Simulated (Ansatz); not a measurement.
# TiNH₃+ (sextet): wave-function methods side by side, def2-SVP

One table from this session's results is given with a row withheld; the runs are named, their logs left out.

The runs use Ansatz 0.2.0, Gaussian basis; def2-SVP, core rule «outside noble gas», up to 10 orbitals frozen.

Plan: UHF; CCSD(T) on ROHF; CCSD(T) on UHF; CISD as a restricted active space (open shells left free, so some higher excitations enter); CCSDT(Q) on ROHF; CCSDT(Q) on UHF; CASSCF and NEVPT2, 11 electrons in 11 orbitals.

13 further runs of the same task are left out: 7 that didn't finish, 6 set aside as unsound or not needed. Runs told in other sessions of the task aren't counted.

### The geometry

The geometry is a PBE0/def2-TZVP stationary point (not a proven minimum) of the parent state, kept for this charge and spin.

5 atoms, charge 1, spin multiplicity 6.

Atoms are counted from 1 here; the program's logs count them from 0.

Bond lengths: Ti1–N2 2.183 Å, N2–H3 1.020 Å, N2–H4 1.020 Å, N2–H5 1.020 Å. Angles: Ti1–N2–H3 112.8°, Ti1–N2–H4 112.8°, Ti1–N2–H5 112.8°, H3–N2–H4 106.0°, H3–N2–H5 106.0°, H4–N2–H5 106.0°.

Coordinates:

```
Ti   -0.5911    0.0042    0.0037
N     1.5914   -0.0113   -0.0100
H     1.9797   -0.9545   -0.0076
H     1.9948    0.4603    0.7995
H     1.9845    0.4519   -0.8294
```

The first run:

Contents of in.yaml:

```yaml
crystal:
  periodic: [false, false, false]
  atoms:
    - {symbol: Ti, position_ang: [-0.591140, 0.004192, 0.003728]}
    - {symbol: N, position_ang: [1.591360, -0.011285, -0.010035]}
    - {symbol: H, position_ang: [1.979722, -0.954494, -0.007646]}
    - {symbol: H, position_ang: [1.994844, 0.460308, 0.799455]}
    - {symbol: H, position_ang: [1.984513, 0.451928, -0.829388]}
basis:
  gaussian: {orbitals: def2-SVP}
total_charge: 1
magnetization: {spin_polarized: true, initial_magnetization: 5}
hamiltonian: {xc: hf}
output: {orbitals: {seedname: orbitals}}
```

Run with:

```console
> ansatz run in.yaml --threads 1 --pin off --events-out ev --progress --plain --max-ram 2393MiB
```

Steps of the session up to this table: UHF; CCSD(T) on ROHF; CCSD(T) on UHF; CISD as a restricted active space (open shells left free, so some higher excitations enter); CCSDT(Q) on ROHF; CCSDT(Q) on UHF; CASSCF and NEVPT2, 11 electrons in 11 orbitals.

One of the session's tables, all rows but one given; the rest of the session is left out.

| method | from RCCSDT(Q) (kJ/mol) |
| --- | --- |
| ROHF | +550.2 |
| UHF | ? |
| RMP2 | +83.2 |
| UMP2 | +76.9 |
| RCCSD | +12.5 |
| UCCSD | +5.9 |
| RCCSD(T) | +2.4 |
| UCCSD(T) | -4.0 |
| RCCSDT | +0.6 |
| UCCSDT | -5.8 |
| RCCSDT(Q) | 0 |
| UCCSDT(Q) | -6.4 |
| CASSCF frontier | +360.2 |
| NEVPT2 frontier | +92.8 |

**Question.** Estimate the row for UHF.

As computed: from RCCSDT(Q) (kJ/mol): +534.9. In the column «from RCCSDT(Q) (kJ/mol)» it lies between CASSCF frontier (+360.2) and ROHF (+550.2).

Not comparable, so not listed: CISD as a restricted active space (open shells left free, so some higher excitations enter) (they don't share determinant, frozen orbitals or solution with the rows shown, or repeat one).

To keep in mind: Restricted and unrestricted rows rest on different reference determinants; a gap between their highest levels can come from leftover correlation error, from unlike frozen cores or from another state.
